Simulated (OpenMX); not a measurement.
The system is HfIn4SiO6.

```
Hf In Si O
1.0
     2.71585   -4.70357    0.00833
     2.71585    4.70357    0.00833
    -1.87915    0.00000    7.40127
Hf In Si O
1 4 1 6
Direct
  0.78835 0.21165 0.00000
  0.62175 0.37825 0.50000
  0.45502 0.54498 0.00000
  0.28407 0.71593 0.50000
  0.95814 0.04186 0.50000
  0.12168 0.87832 0.00000
  0.06219 0.11415 0.86666
  0.88585 0.93781 0.13334
  0.79490 0.53784 0.86663
  0.46216 0.20510 0.13337
  0.15352 0.62879 0.13333
  0.37121 0.84648 0.86667
```

The cell was built by a generator and needn't be a form met in nature.

Base run:

| Item | Value |
| --- | --- |
| Program | OpenMX 3.8.5 |
| Functional | PBE |
| Potentials or basis | OpenMX 2013 PBE set, Hf7.0-s3p2d2f1, In7.0-s3p2d2, Si7.0-s2p2d1, O6.0-s2p2d1, grid cutoff 500 Ry |
| k mesh | 7 × 7 × 5 |
| Occupations | fermi-dirac, width 0.05 eV |
| Spin | no spin polarisation |

Its results: pressure 0.7 GPa; largest force 0.313 eV/Å.

Task: The run is repeated on the same cell with these changes: potentials or basis from OpenMX 2013 PBE set, Hf7.0-s3p2d2f1, In7.0-s3p2d2, Si7.0-s2p2d1, O6.0-s2p2d1, grid cutoff 500 Ry to OpenMX 2013 PBE set, Hf7.0-s3p2d2, In7.0-s3p2d1, Si7.0-s2p1d1, O6.0-s2p2, grid cutoff 500 Ry. What comes out?

Result: Pressure 3.0 GPa; largest force 0.375 eV/Å.

Caveats: the basis of atomic orbitals isn't converged, which shifts pressures, moduli and gaps.
